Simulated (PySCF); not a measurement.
**FH₇P₂Si₂: electronic excitations and core binding energies**

What electronic excitations and core binding energies should FH₇P₂Si₂ (`F[Si@H](P)[SiH2]P`) show?

The runs use PySCF 2.14.0, with density-fitted response routines of our own; the level of theory stands in each step. All values are computed, except where a source is named. Atoms count from 0, in the outputs and in this text.

### 1 Starting geometry

12 atoms, charge 0, multiplicity 1; geometry from: GFN2-xTB.

Bonds of the start (Å): F0–Si1 1.62, Si1–P2 2.24, Si1–Si3 2.34, Si3–P4 2.24, Si1–H5 1.47, P2–H6 1.39, P2–H7 1.38, Si3–H8 1.47, Si3–H9 1.47, P4–H10 1.39, P4–H11 1.38.

### 2 TDDFT and polarisability: B3LYP/def2-SVPD

Job settings and geometry (Å):

```
{"job": {"kind": "uv", "xc": "B3LYP", "basis": "def2-SVPD", "nstates": 8, "ntriplets": 3}, "charge": 0, "multiplicity": 1}
F     -0.239146     1.674103     1.646177
Si    -0.589405     0.974317     0.224804
P     -2.831623     0.918952     0.162157
Si     0.603571    -1.037753     0.169928
P      2.786665    -0.924873     0.660741
H     -0.165774     2.022210    -0.707944
H     -2.958036    -0.245671     0.901969
H     -2.878435     0.231504    -1.038428
H      0.528324    -1.632171    -1.172653
H      0.049299    -2.031269     1.103196
H      3.060106     0.130709    -0.193721
H      2.635652    -0.080743     1.747187
```

Method: TDDFT B3LYP/def2-SVPD, vertical, gas phase, core orbitals frozen in the response.

The run is started by

```sh
> OMP_NUM_THREADS=1 python probes_run.py task.json out
```

One launch serves the whole session: the jobs run in the order shown.

**Question.** This job is followed by: delta-SCF UKS SCAN, pcX-2 on the ionised atom, pcseg-1 elsewhere, spin-free X2C. Predict these results of the whole session: lowest singlet (B3LYP/def2-SVPD); brightest single state of those computed; lowest triplet; Si1s binding energies, SCAN/pcX-2; Si2p binding energies, SCAN/pcX-2; P1s binding energies, SCAN/pcX-2; P2p binding energies, SCAN/pcX-2; F1s binding energies, SCAN/pcX-2.

As calculated:

```
                                quantity                        value
        lowest singlet (B3LYP/def2-SVPD)  5.12 eV (242 nm), f = 0.154
brightest single state of those computed  state 3, 6.01 eV, f = 0.346
                          lowest triplet                      4.44 eV
       Si1s binding energies, SCAN/pcX-2  Si1 1847.30, Si3 1846.25 eV
       Si2p binding energies, SCAN/pcX-2    Si1 107.69, Si3 106.78 eV
        P1s binding energies, SCAN/pcX-2    P2 2149.82, P4 2149.76 eV
        P2p binding energies, SCAN/pcX-2      P2 136.64, P4 136.59 eV
        F1s binding energies, SCAN/pcX-2                 F0 691.94 eV
```

What this shows: The first singlet state (HOMO→LUMO 0.81, HOMO→LUMO+1 0.14) lies at 5.12 eV and is bright; of the 8 states computed, the strongest absorption comes from state 3 at 6.01 eV. The lowest triplet lies 0.68 eV below the lowest singlet (triplets in Tamm-Dancoff, singlets in full TDDFT). The Si1s levels kept as sound span 1.06 eV, from Si3 (silicon bonded to P, Si, 2 H) up to Si1 (silicon bonded to F, P, Si, H). Si1 (silicon bonded to F, P, Si, H) binds its Si2p electron 0.92 eV more tightly than Si3 (silicon bonded to P, Si, 2 H). The P1s levels computed lie within 0.06 eV of one another, too close to rank. The P2p levels computed lie within 0.05 eV of one another, too close to rank.
